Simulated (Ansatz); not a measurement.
# CH7BGeOSi: up Jacob's ladder to CCSD(T)

An exercise on one series of results from a longer session: the logs are not shown, and one member is left open.

Program: Ansatz 0.2.0, Gaussian basis. Level of theory: functionals in def2-TZVPP, the program's frozen cores in correlated methods. These are calculated values, not measurements.

Plan: PBE-D4, r2SCAN-D4, PBE0-D4, B3LYP-D4, ωB97X-V, ωB97M-V, B2PLYP; CCSD(T)/def2-TZVPP; MP2/def2-QZVPP; extrapolation to the limit.

### Structure used throughout

The geometry comes from an earlier relaxation with PBE0-D4 in a triple-zeta def2 set; it is a stationary point, not always the lowest conformer.

SMILES `OB1C[SiH]1[GeH3]`, 12 atoms, charge 0, spin multiplicity 1.

Atoms are counted from 1 here; the program's logs count them from 0.

Bond lengths: O1–B2 1.338 Å, O1–H6 0.961 Å, B2–C3 1.541 Å, B2–Si4 1.958 Å, C3–Si4 1.929 Å, C3–H7 1.091 Å, C3–H8 1.090 Å, Si4–Ge5 2.365 Å, Si4–H9 1.487 Å, Ge5–H10 1.539 Å, Ge5–H11 1.540 Å, Ge5–H12 1.538 Å. Angles: B2–O1–H6 113.1°, O1–B2–C3 137.5°, O1–B2–Si4 156.3°, C3–B2–Si4 65.6°, B2–C3–Si4 67.7°, B2–C3–H7 117.2°, B2–C3–H8 119.8°, Si4–C3–H7 113.6°, Si4–C3–H8 121.4°, H7–C3–H8 111.2°, B2–Si4–C3 46.7°, B2–Si4–Ge5 124.2°, B2–Si4–H9 120.0°, C3–Si4–Ge5 114.6°, C3–Si4–H9 115.6°, Ge5–Si4–H9 114.9°, Si4–Ge5–H10 108.4°, Si4–Ge5–H11 112.0° and more.

Coordinates:

| atom | x (Å) | y (Å) | z (Å) |
| --- | --- | --- | --- |
| O1 | -0.0490 | 1.9921 | 2.1378 |
| B2 | -0.0535 | 0.8822 | 1.3905 |
| C3 | 0.6689 | -0.4793 | 1.3722 |
| Si4 | -0.7322 | -0.3751 | 0.0510 |
| Ge5 | 0.0172 | -0.4637 | -2.1898 |
| H6 | -0.7064 | 2.6361 | 1.8594 |
| H7 | 1.6723 | -0.5053 | 0.9435 |
| H8 | 0.5909 | -1.1453 | 2.2312 |
| H9 | -1.9481 | -1.1825 | 0.3380 |
| H10 | 1.3651 | 0.2739 | -2.2812 |
| H11 | 0.2255 | -1.9108 | -2.6724 |
| H12 | -0.9739 | 0.2222 | -3.1458 |

The first run:

File in.yaml:

```yaml
crystal:
  periodic: [false, false, false]
  atoms:
    - {symbol: O, position_ang: [-0.049034, 1.992144, 2.137783]}
    - {symbol: B, position_ang: [-0.053540, 0.882231, 1.390458]}
    - {symbol: C, position_ang: [0.668948, -0.479307, 1.372165]}
    - {symbol: Si, position_ang: [-0.732217, -0.375079, 0.051024]}
    - {symbol: Ge, position_ang: [0.017227, -0.463651, -2.189820]}
    - {symbol: H, position_ang: [-0.706368, 2.636135, 1.859432]}
    - {symbol: H, position_ang: [1.672287, -0.505314, 0.943481]}
    - {symbol: H, position_ang: [0.590892, -1.145323, 2.231182]}
    - {symbol: H, position_ang: [-1.948082, -1.182451, 0.337951]}
    - {symbol: H, position_ang: [1.365086, 0.273886, -2.281206]}
    - {symbol: H, position_ang: [0.225503, -1.910793, -2.672405]}
    - {symbol: H, position_ang: [-0.973902, 0.222224, -3.145845]}
basis:
  gaussian: {orbitals: def2-TZVPP}
hamiltonian: {xc: pbe, dispersion: d4}
output: {forces: true, orbitals: {seedname: orbitals}}
```

Command:

```sh
$ ansatz run in.yaml --threads 4 --pin off --events-out ev --progress --plain --max-ram 10444MiB
```

Among the steps run: PBE-D4 (GGA); r2SCAN-D4 (meta-GGA); PBE0-D4 (hybrid); B3LYP-D4 (hybrid); ωB97X-V (range-separated); ωB97M-V (range-separated); B2PLYP (double hybrid); CCSD(T) in def2-TZVPP; MP2 in def2-QZVPP.

One table of the session follows, with a row left open; its other results are not shown here.

| method | atomisation energy (kJ/mol) |
| --- | --- |
| PBE-D4 | 4144.8 |
| r2SCAN-D4 | 4119.6 |
| PBE0-D4 | 4088.4 |
| B3LYP-D4 | 4072.9 |
| ωB97X-V | 4106.2 |
| ωB97M-V | 4086.5 |
| B2PLYP | 4030.7 |
| HF/def2-TZVPP | 2985.4 |
| MP2/def2-TZVPP | ? |
| CCSD/def2-TZVPP | 3927.4 |
| CCSD(T)/def2-TZVPP | 3988.2 |
| MP2/CBS | 4124.8 |
| CCSD(T)/CBS | 4082.8 |

Q: Estimate the row for MP2/def2-TZVPP from the others.

**Answer.** atomisation energy (kJ/mol): 4030.3. In the column «atomisation energy (kJ/mol)» it lies between CCSD(T)/def2-TZVPP (3988.2) and B2PLYP (4030.7).
